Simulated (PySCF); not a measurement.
# C₄H₄FNO₂: runs on many settings

Which settings matter for C₄H₄FNO₂ (`COc1conc1F`)?

Computed with PySCF 2.14.0, with density-fitted response routines of our own, on a single molecule in the gas phase. Atoms count from 0, in the outputs and in this text.

1 further run of the same task is left out (it didn't finish).

## (1) Starting geometry

12 atoms, charge 0, multiplicity 1; geometry from: GFN2-xTB.

Bonds of the start (Å): C0–O1 1.41, O1–C2 1.34, C2–C3 1.37, C3–O4 1.35, O4–N5 1.34, N5–C6 1.30, C6–F7 1.32, C6–C2 1.43, C0–H8 1.09, C0–H9 1.09, C0–H10 1.09, C3–H11 1.07.

## (2) NMR shieldings: PBE0/pcSseg-1

The job: settings as JSON, then the geometry in Å.

```
{"job": {"kind": "nmr", "xc": "PBE0", "basis": "pcSseg-1"}, "charge": 0, "multiplicity": 1}
C      1.943162     0.037494    -0.103875
O      0.809486     0.834603    -0.370873
C     -0.376991     0.271723    -0.093245
C     -0.727482    -0.951363     0.411014
O     -2.069523    -1.031791     0.501723
N     -2.626113     0.109302     0.069798
C     -1.650557     0.893810    -0.285496
F     -1.860145     2.104845    -0.759191
H      2.001632    -0.216960     0.958498
H      1.925066    -0.882877    -0.695070
H      2.803870     0.639561    -0.387201
H     -0.171206    -1.809032     0.727892
```

With the program's defaults for keys left out, this is: GIAO PBE0/pcSseg-1 NMR shielding, non-relativistic, gas phase.

Command:

```bash
OMP_NUM_THREADS=1 python probes_run.py task.json out
```

The driver reads the jobs from task.json and runs them one after another.

Standard output:

```text
coarse grid: 11144 points
cycle   1  E = -459.0879710789  dE =  1.672e+00  |g| = 6.821e-01  |ddm| = 3.343e+00
cycle   2  E = -458.9861702091  dE =  1.018e-01  |g| = 1.027e+00  |ddm| = 1.174e+00
cycle   3  E = -459.1668086988  dE = -1.806e-01  |g| = 1.156e-01  |ddm| = 7.508e-01
cycle   4  E = -459.1684111833  dE = -1.602e-03  |g| = 7.116e-02  |ddm| = 1.096e-01
cycle   5  E = -459.1693798334  dE = -9.687e-04  |g| = 1.164e-02  |ddm| = 6.045e-02
cycle   6  E = -459.1694001542  dE = -2.032e-05  |g| = 6.272e-03  |ddm| = 1.194e-02
cycle   7  E = -459.1694078261  dE = -7.672e-06  |g| = 9.184e-04  |ddm| = 4.925e-03
final grid: 111336 points
cycle   8  E = -459.2417914351  dE = -2.116e-05  |g| = 1.353e-02  |ddm| = 2.614e-02
cycle   9  E = -459.2417436144  dE =  4.782e-05  |g| = 2.155e-02  |ddm| = 1.932e-02
cycle  10  E = -459.2418226256  dE = -7.901e-05  |g| = 1.547e-03  |ddm| = 1.245e-02
cycle  11  E = -459.2418230820  dE = -4.565e-07  |g| = 4.514e-04  |ddm| = 1.216e-03
cycle  12  E = -459.2418231192  dE = -3.718e-08  |g| = 1.811e-04  |ddm| = 5.255e-04
cycle  13  E = -459.2418231265  dE = -7.274e-09  |g| = 3.058e-05  |ddm| = 1.722e-04
cycle  14  E = -459.2418231267  dE = -2.083e-10  |g| = 8.262e-06  |ddm| = 3.334e-05
converged SCF energy = -459.2418231267

GIAO shielding tensors (ppm)
atom      isotropic    diamagn.    paramagn.     s11        s22        s33       span
  0 C      127.371     246.153    -118.783     98.937    100.072    183.104     84.167
  1 O      274.242     395.838    -121.596    195.937    290.847    335.943    140.007
  2 C       44.070     252.988    -208.918    -19.816     50.187    101.841    121.657
  3 C       41.186     256.998    -215.812    -26.100     33.418    116.240    142.340
  4 O       24.642     395.947    -371.305    -91.436    -60.768    226.129    317.564
  5 N     -112.014     319.195    -431.209   -333.430    -96.995     94.382    427.812
  6 C       12.804     247.667    -234.864    -74.252     44.744     67.919    142.170
  7 F      322.694     469.199    -146.505    227.776    315.535    424.770    196.994
  8 H       28.046      29.842      -1.796     25.163     25.335     33.640      8.477
  9 H       28.053      29.850      -1.797     25.162     25.363     33.633      8.471
 10 H       27.304      28.150      -0.846     23.057     25.555     33.299     10.242
 11 H       23.758      31.772      -8.014     21.677     22.808     26.788      5.110
```

It took 10 s on 1 thread of AMD EPYC 9R45, shared host; peak memory 0.73 GiB.

Shifts follow as δ = σ(reference) − σ, with reference shieldings (ppm) from runs at the same level and on the same kind of geometry: 1H TMS 31.72, 13C TMS 186.9, 19F CFCl3 170.9, 15N NH3 267.7, 17O H2O 336.1. The references are single molecules in the gas phase, so shifts against H2O, NH3, PH3, H3PO4 or CFCl3 are not on the usual liquid scales and can be off by tens of ppm. Atoms listed in one row are averaged.

| atoms | environment | σ (ppm) | δ (ppm) | δ scaled to CDCl3 |
| --- | --- | --- | --- | --- |
| C6 | aromatic carbon bearing fluorine | 12.8 | 174.1 | 168.0 |
| C3 | aromatic CH next to the ring oxygen | 41.2 | 145.7 | 140.3 |
| C2 | aromatic carbon bearing oxygen | 44.1 | 142.9 | 137.5 |
| C0 | methyl carbon bonded to O | 127.4 | 59.6 | 56.2 |
| H11 | hydrogen on an aromatic CH next to the ring oxygen | 23.76 | 7.96 | 7.61 |
| H8, H9, H10 | hydrogen on a methyl carbon bonded to O | 27.80 | 3.92 | 3.80 |
| O4 | aromatic ring oxygen | 24.6 | 311.4 | – |
| O1 | ether oxygen | 274.2 | 61.8 | – |
| N5 | pyridine-type nitrogen of an azole | -112.0 | 379.7 | – |
| F7 | aryl fluorine | 322.7 | -151.7 | – |

The scaled column applies a straight-line fit of computed shieldings to shifts measured in CDCl3, and one for carbons that bear F (root-mean-square error 0.16 ppm for H, 1.9 ppm for C).

Charges from the same density, by scheme (e):

| atoms | Mulliken | IAO | Hirshfeld | ESP fit |
| --- | --- | --- | --- | --- |
| C0 | -0.04 | -0.21 | -0.03 | -0.07 |
| O1 | -0.46 | -0.31 | -0.11 | -0.27 |
| C2 | -0.04 | 0.09 | 0.03 | 0.02 |
| C3 | 0.19 | -0.06 | -0.01 | -0.07 |
| O4 | -0.28 | -0.13 | -0.03 | -0.04 |
| N5 | -0.15 | -0.15 | -0.13 | -0.42 |
| C6 | 0.51 | 0.36 | 0.11 | 0.58 |
| F7 | -0.23 | -0.23 | -0.06 | -0.19 |

Mayer bond orders: C0–O1 0.90, O1–C2 1.05, C2–C3 1.49, C3–O4 1.04, O4–N5 1.00, N5–C6 1.63, C6–F7 1.02, C6–C2 1.20.

Ring of atoms C2, C3, O4, N5, C6: NICS(0) -13.6, NICS(1) -10.1, NICS(1)zz -23.3 ppm (means of both faces).

## (3) Excited states and response: PBE0/def2-SVPD

Same as in step 2 but for these lines:

```diff
@@ -1,2 +1,2 @@
-{"job": {"kind": "nmr", "xc": "PBE0", "basis": "pcSseg-1"}, "charge": 0, "multiplicity": 1}
+{"job": {"kind": "uv", "xc": "PBE0", "basis": "def2-SVPD", "nstates": 6, "ntriplets": 2}, "charge": 0, "multiplicity": 1}
 C      1.943162     0.037494    -0.103875
```

With the program's defaults for keys left out, this is: TDDFT PBE0/def2-SVPD, vertical, gas phase, core orbitals frozen in the response.

Standard output:

```text
coarse grid: 11144 points
cycle   1  E = -458.8282383235  dE =  1.608e+00  |g| = 6.357e-01  |ddm| = 5.452e+00
cycle   2  E = -458.7330263284  dE =  9.521e-02  |g| = 9.648e-01  |ddm| = 1.898e+00
cycle   3  E = -458.9016586115  dE = -1.686e-01  |g| = 1.096e-01  |ddm| = 1.140e+00
cycle   4  E = -458.9031368483  dE = -1.478e-03  |g| = 6.699e-02  |ddm| = 1.904e-01
cycle   5  E = -458.9040367194  dE = -8.999e-04  |g| = 1.149e-02  |ddm| = 9.982e-02
cycle   6  E = -458.9040580227  dE = -2.130e-05  |g| = 6.137e-03  |ddm| = 2.128e-02
cycle   7  E = -458.9040656632  dE = -7.640e-06  |g| = 8.356e-04  |ddm| = 7.936e-03
final grid: 111336 points
cycle   8  E = -458.9753005941  dE = -2.143e-05  |g| = 1.246e-02  |ddm| = 1.027e-01
cycle   9  E = -458.9752570745  dE =  4.352e-05  |g| = 1.997e-02  |ddm| = 3.115e-02
cycle  10  E = -458.9753290617  dE = -7.199e-05  |g| = 1.442e-03  |ddm| = 1.848e-02
cycle  11  E = -458.9753294833  dE = -4.216e-07  |g| = 4.148e-04  |ddm| = 2.160e-03
cycle  12  E = -458.9753295170  dE = -3.372e-08  |g| = 1.592e-04  |ddm| = 7.282e-04
cycle  13  E = -458.9753295228  dE = -5.744e-09  |g| = 3.077e-05  |ddm| = 2.626e-04
cycle  14  E = -458.9753295230  dE = -2.203e-10  |g| = 9.784e-06  |ddm| = 7.716e-05
converged SCF energy = -458.9753295230

Static polarisability (au): isotropic 59.582, principal 41.478 63.931 73.339

Singlet excitations
state   eV       nm        f      main configurations
  1   6.0235    205.8   0.08393   H->L 0.93
  2   6.4948    190.9   0.01548   H->L+1 0.71, H->L+2 0.27
  3   6.6602    186.2   0.00506   H-2->L 0.98
  4   6.7818    182.8   0.01030   H->L+2 0.70, H->L+1 0.28
  5   7.1230    174.1   0.07499   H-1->L 0.87
  6   7.5939    163.3   0.00242   H-1->L+2 0.48, H-1->L+1 0.45

Triplet excitations (Tamm-Dancoff, eV): 4.1688 4.9218
```

Wall time 15 s (1 thread of AMD EPYC 9R45, shared host); peak memory 0.83 GiB.

The orbitals next to the gap, with their largest atomic shares:

| orbital | eV | atoms |
| --- | --- | --- |
| HOMO−3 | -10.51 | O1 42 %, C0 17 %, C2 8 % |
| HOMO−2 | -9.10 | N5 58 %, O4 16 %, C6 12 % |
| HOMO−1 | -8.41 | N5 32 %, C6 22 %, O4 19 % |
| HOMO | -7.38 | O1 26 %, C3 23 %, C2 20 % |
| LUMO | -0.60 | N5 23 %, C3 23 %, O4 16 % |
| LUMO+1 | 0.38 | C0 28 %, H9 10 %, H8 10 % |
| LUMO+2 | 0.69 | O1 15 %, H11 12 %, C6 12 % |

With each of the 6 states as a Gaussian band of 0.4 eV half-width at 1/e, the curve within the window shown has maxima at 205 nm (ε 3,600), 175 nm (ε 3,400) L/(mol cm). Beyond the last state computed it falls off for lack of states. The curve at chosen wavelengths:

| nm | ε (L/mol/cm) |
| --- | --- |
| 157 | 130 |
| 160 | 355 |
| 163 | 823 |
| 166 | 1571 |
| 168 | 2159 |
| 171 | 2950 |
| 174 | 3371 |
| 177 | 3323 |
| 180 | 2952 |
| 183 | 2507 |
| 185 | 2271 |
| 188 | 2095 |
| 191 | 2164 |
| 194 | 2453 |
| 197 | 2874 |
| 200 | 3292 |
| 202 | 3495 |
| 205 | 3601 |
| 208 | 3431 |
| 211 | 3020 |
| 214 | 2462 |
| 217 | 1867 |
| 219 | 1495 |
| 222 | 1016 |
| 225 | 651 |
| 228 | 395 |

Further results of this job:

| property | computed |
| --- | --- |
| dipole moment (D) | 4.63 |
| polarisability (Å³) | 8.83 |
| HOMO–LUMO gap (eV) | 6.77 |
| −ε(HOMO) (eV) | 7.38 |

## (4) NMR shieldings: PBE0/pcSseg-1

Same as in step 3 but for these lines:

```diff
@@ -1,2 +1,2 @@
-{"job": {"kind": "uv", "xc": "PBE0", "basis": "def2-SVPD", "nstates": 6, "ntriplets": 2}, "charge": 0, "multiplicity": 1}
+{"job": {"kind": "nmr", "xc": "PBE0", "basis": "pcSseg-1", "pop": false, "gauge": [0, 0, 0], "scf": {"max_cycle": 74}}, "charge": 0, "multiplicity": 1}
 C      1.943162     0.037494    -0.103875
```

With the program's defaults for keys left out, this is: common gauge origin PBE0/pcSseg-1 NMR shielding, non-relativistic, gas phase.

Standard output:

```text
final grid: 111336 points
cycle   1  E = -459.1583605462  dE =  1.675e+00  |g| = 6.919e-01  |ddm| = 3.341e+00
cycle   2  E = -459.0515740995  dE =  1.068e-01  |g| = 1.046e+00  |ddm| = 1.194e+00
cycle   3  E = -459.2392422448  dE = -1.877e-01  |g| = 1.152e-01  |ddm| = 7.661e-01
cycle   4  E = -459.2408153852  dE = -1.573e-03  |g| = 7.165e-02  |ddm| = 1.099e-01
cycle   5  E = -459.2417946762  dE = -9.793e-04  |g| = 1.168e-02  |ddm| = 6.088e-02
cycle   6  E = -459.2418152744  dE = -2.060e-05  |g| = 6.252e-03  |ddm| = 1.203e-02
cycle   7  E = -459.2418229418  dE = -7.667e-06  |g| = 9.056e-04  |ddm| = 4.933e-03
cycle   8  E = -459.2418230734  dE = -1.316e-07  |g| = 4.929e-04  |ddm| = 1.076e-03
cycle   9  E = -459.2418231218  dE = -4.845e-08  |g| = 1.564e-04  |ddm| = 4.166e-04
cycle  10  E = -459.2418231262  dE = -4.396e-09  |g| = 4.827e-05  |ddm| = 1.291e-04
cycle  11  E = -459.2418231267  dE = -4.551e-10  |g| = 1.336e-05  |ddm| = 3.919e-05
converged SCF energy = -459.2418231267

GIAO shielding tensors (ppm)
atom      isotropic    diamagn.    paramagn.     s11        s22        s33       span
  0 C      139.706     346.021    -206.315    110.801    114.181    194.137     83.337
  1 O      284.684     542.511    -257.828    211.237    303.055    339.759    128.522
  2 C       97.372     538.117    -440.745     15.260    100.063    176.793    161.534
  3 C       77.284     470.217    -392.933     -1.266     63.382    169.735    171.001
  4 O       32.927     454.832    -421.905    -62.521    -37.041    198.343    260.864
  5 N     -115.352     350.272    -465.624   -347.813    -64.667     66.423    414.237
  6 C       60.772     498.747    -437.975    -45.887     87.117    141.086    186.973
  7 F      304.887     465.055    -160.167    191.525    338.257    384.880    193.355
  8 H       37.331      75.042     -37.712     22.321     36.160     53.511     31.190
  9 H       37.365      75.186     -37.822     22.337     36.205     53.552     31.215
 10 H       17.585     -37.914      55.498      4.679      8.019     40.056     35.377
 11 H       35.945      81.085     -45.140     17.182     38.853     51.801     34.619
```

It took 5.2 s on 1 thread of AMD EPYC 9R45, shared host; peak memory 0.74 GiB.

It converged, yet the result is unsound: a common gauge origin replaces GIAOs, so the shieldings depend on where the origin lies. Its shieldings differ from those of step 2 (PBE0/pcSseg-1) by up to 53 ppm (C2).

## (5) Shielding tensors: PBE/aug-pcSseg-1

Same as in step 4 but for these lines:

```diff
@@ -1,2 +1,2 @@
-{"job": {"kind": "nmr", "xc": "PBE0", "basis": "pcSseg-1", "pop": false, "gauge": [0, 0, 0], "scf": {"max_cycle": 74}}, "charge": 0, "multiplicity": 1}
+{"job": {"kind": "nmr", "xc": "PBE", "basis": "aug-pcSseg-1", "pop": true, "scf": {"level_shift": 0.1}}, "charge": 0, "multiplicity": 1}
 C      1.943162     0.037494    -0.103875
```

Method: GIAO PBE/aug-pcSseg-1 NMR shielding, non-relativistic, gas phase.

Standard output:

```text
final grid: 111336 points
cycle   1  E = -459.1719448712  dE =  1.465e+00  |g| = 7.634e-01  |ddm| = 6.140e+00
cycle   2  E = -458.9787704055  dE =  1.932e-01  |g| = 1.326e+00  |ddm| = 2.402e+00
cycle   3  E = -459.2736991276  dE = -2.949e-01  |g| = 1.362e-01  |ddm| = 1.288e+00
cycle   4  E = -459.2774923560  dE = -3.793e-03  |g| = 4.824e-02  |ddm| = 2.671e-01
cycle   5  E = -459.2778672538  dE = -3.749e-04  |g| = 1.863e-02  |ddm| = 6.386e-02
cycle   6  E = -459.2779164281  dE = -4.917e-05  |g| = 7.978e-03  |ddm| = 2.584e-02
cycle   7  E = -459.2779279152  dE = -1.149e-05  |g| = 1.958e-03  |ddm| = 1.060e-02
cycle   8  E = -459.2779286967  dE = -7.815e-07  |g| = 5.877e-04  |ddm| = 3.897e-03
cycle   9  E = -459.2779287542  dE = -5.752e-08  |g| = 2.538e-04  |ddm| = 1.255e-03
cycle  10  E = -459.2779287672  dE = -1.299e-08  |g| = 5.483e-05  |ddm| = 3.948e-04
cycle  11  E = -459.2779287677  dE = -4.710e-10  |g| = 2.771e-05  |ddm| = 1.086e-04
level shift removed, Fock matrix diagonalised once more
converged SCF energy = -459.2779287677

GIAO shielding tensors (ppm)
atom      isotropic    diamagn.    paramagn.     s11        s22        s33       span
  0 C      121.201     245.957    -124.755     91.315     92.588    179.701     88.385
  1 O      254.908     377.049    -122.141    175.570    270.772    318.384    142.815
  2 C       39.099     236.046    -196.946    -20.267     43.973     93.592    113.859
  3 C       40.099     248.359    -208.260    -24.570     36.381    108.484    133.054
  4 O       18.936     378.584    -359.649    -91.824    -63.114    211.745    303.569
  5 N     -105.693     278.766    -384.459   -305.028    -94.661     82.612    387.640
  6 C       10.301     244.213    -233.912    -64.897     36.209     59.592    124.489
  7 F      309.255     469.754    -160.499    212.005    300.281    415.479    203.473
  8 H       27.774      25.669       2.105     24.946     25.364     33.013      8.067
  9 H       27.781      25.660       2.121     24.958     25.377     33.008      8.050
 10 H       27.203      29.453      -2.250     23.279     25.705     32.626      9.347
 11 H       23.716      26.701      -2.985     21.867     22.140     27.142      5.276
```

Wall time 29 s (1 thread of AMD EPYC 9R45, shared host); peak memory 0.73 GiB.

In short: δ C6 172.8, C2 144.0, C3 143.0, C0 61.9, H11 7.88, H8 4.01 ppm (means over like atoms).

## (6) Side by side: NMR shifts

Shifts (ppm) of some atoms, chosen among heavy atoms and hydrogens apart, means over like atoms, with basis size and wall time:

| run | C3 | H11 | H8 | O4 | O1 | N5 | F7 | functions | time |
| --- | --- | --- | --- | --- | --- | --- | --- | --- | --- |
| PBE0/pcSseg-1 | 145.7 | 7.96 | 3.92 | 311.4 | 61.8 | 379.7 | -151.7 | 156 | 10 s |
| PBE/aug-pcSseg-1 | 143.0 | 7.88 | 4.01 | 305.8 | 69.8 | 364.5 | -175.8 | 244 | 29 s |

## (7) What came out

```
                                                              quantity                                            value
                                13C shifts against TMS (PBE0/pcSseg-1)                    174.1, 145.7, 142.9, 59.6 ppm
1H shifts against TMS (PBE0/pcSseg-1, means over atoms taken as alike)                                   7.96, 3.92 ppm
                                17O shifts against H2O (PBE0/pcSseg-1)                                  311.4, 61.8 ppm
                                15N shifts against NH3 (PBE0/pcSseg-1)                                        379.7 ppm
                              19F shifts against CFCl3 (PBE0/pcSseg-1)                                       -151.7 ppm
                                       lowest singlet (PBE0/def2-SVPD)                      6.02 eV (206 nm), f = 0.084
                                                        lowest triplet                                          4.17 eV
                                              range of the shift of F7                             -175.8 to -151.7 ppm
                                         property runs in this session  4, of which 0 failed and 1 gave unsound results
```

In words: Single values in the summary come from the first run of each kind that ended normally (PBE0/pcSseg-1; PBE0/def2-SVPD), which need not be the best level. At PBE0/pcSseg-1: Shielding is most anisotropic at N5 (span 428 ppm, paramagnetic term -431 ppm). NICS(1)zz of -23 ppm above the planar ring from C2 marks a diatropic (aromatic) ring current. The first singlet state (HOMO→LUMO 0.93) lies at 6.02 eV and is bright. The lowest triplet lies 1.85 eV below the lowest singlet (triplets in Tamm-Dancoff, singlets in full TDDFT). Across the 2 runs the shift of F7 moves most, between -175.8 (PBE/aug-pcSseg-1) and -151.7 ppm (PBE0/pcSseg-1).
